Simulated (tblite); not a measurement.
# C6H13BO2: the cost of one run

Computed with tblite 0.8.0 and PySCF 2.14.0, with density-fitted response routines of our own, on a single molecule in the gas phase. Atoms are numbered from 0 throughout.

**1. The starting structure**

22 atoms, charge 0, multiplicity 1; geometry from: force field or distance geometry start.

Bonds of the start (Å): C0–C1 1.47, C1–C2 1.32, C2–C3 1.52, C3–B4 1.58, B4–O5 1.47, O5–C6 1.39, B4–O7 1.46, O7–C8 1.37, C0–H9 1.12, C0–H10 1.11, C0–H11 1.11, C1–H12 1.10, C2–H13 1.08, C3–H14 1.12, C3–H15 1.08, C6–H16 1.11, C6–H17 1.10, C6–H18 1.12, C8–H19 1.12, C8–H20 1.12, C8–H21 1.09.

**2. Optimising the geometry with GFN2-xTB**

Job settings and geometry (Å):

```
{"job": {"kind": "relax", "xc": "GFN2-xTB", "basis": "xTB"}, "charge": 0, "multiplicity": 1}
C      2.925700     0.146400    -0.527600
C      2.426400    -1.061900     0.136000
C      1.312500    -1.080600     0.848900
C      0.447300     0.156600     0.989600
B     -1.015000    -0.071800     0.427500
O     -1.134800    -0.317500    -1.017500
C     -2.010800    -1.364300    -1.294000
O     -2.078700     0.716400     1.039300
C     -2.140600     1.998800     0.557500
H      3.074900     1.006000     0.180300
H      2.340400     0.446300    -1.427500
H      3.938800    -0.096700    -0.916900
H      2.971200    -2.021000     0.112100
H      0.969500    -1.985200     1.329600
H      0.405600     0.335500     2.099000
H      0.909600     1.021700     0.537600
H     -1.663900    -1.824900    -2.241800
H     -2.082700    -2.076800    -0.455900
H     -3.053600    -1.009000    -1.500800
H     -2.657500     2.010200    -0.439500
H     -2.752000     2.687100     1.200200
H     -1.142700     2.404100     0.362900
```

Started as:

```bash
OMP_NUM_THREADS=1 python probes_run.py task.json out
```

The driver reads the jobs from task.json and runs them one after another.

Q: Estimate the wall time of this first job on 1 thread of AMD EPYC, shared host.

About 3.5 s.
